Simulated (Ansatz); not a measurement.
# CaPd: the cost of one run

Computed with Ansatz 0.2.0 (DFT r²SCAN, frozen-core PAW, scalar-relativistic unless said, unless a step's input says otherwise).

### Step 1. The starting structure

It takes space group Pm-3m (No. 221, cubic). The conventional cell has a = 3.506 Å, b = 3.506 Å, c = 3.506 Å, α = 90.00°, β = 90.00°, γ = 90.00°. Ca (site symmetry m-3m) is surrounded by 8 Pd at 3.04 Å. Pd (site symmetry m-3m) has 8 Ca at 3.04 Å as nearest neighbours.

As a file:

```
CELL_PARAMETERS angstrom
3.50569 0.00000 0.00000
0.00000 3.50569 0.00000
0.00000 0.00000 3.50569
ATOMIC_POSITIONS crystal
Ca 0.00000 0.00000 0.00000
Pd 0.50000 0.50000 0.50000
```

Cartesian axes are those of the input's lattice vectors. The structure goes back to a database entry.

### Step 2. Cell and atoms relaxed, PAW

Input file input.yaml:

```yaml
crystal:
  lattice:
    - [3.50568548, 0.0, 0.0]
    - [0.0, 3.50568548, 0.0]
    - [0.0, 0.0, 3.50568548]
  atoms:
    - { symbol: Ca, position: [0.0, 0.0, 0.0] }
    - { symbol: Pd, position: [0.5, 0.5, 0.5] }
kpoints:
  mp_grid: { grid: [12, 12, 12] }
scf:
  occupations: { method: fermi_dirac, width: 0.08 }
hamiltonian:
  xc: r2scan
  pseudopotentials: { kind: paw }
relax:
  f_tol: 0.002
  max_steps: 80
  cell: {}
output:
  forces: true
  stress: true
```

Launch:

```console
$ ansatz run input.yaml --threads 1 --pin off --max-ram 2560MiB --backend cpu --events-out ev --progress --plain --runs-dir out
```

What time and memory should one allow on 1 thread of Intel Xeon Platinum 8488C (Sapphire Rapids), shared host?

About 14 s, with a peak of 0.51 GiB.
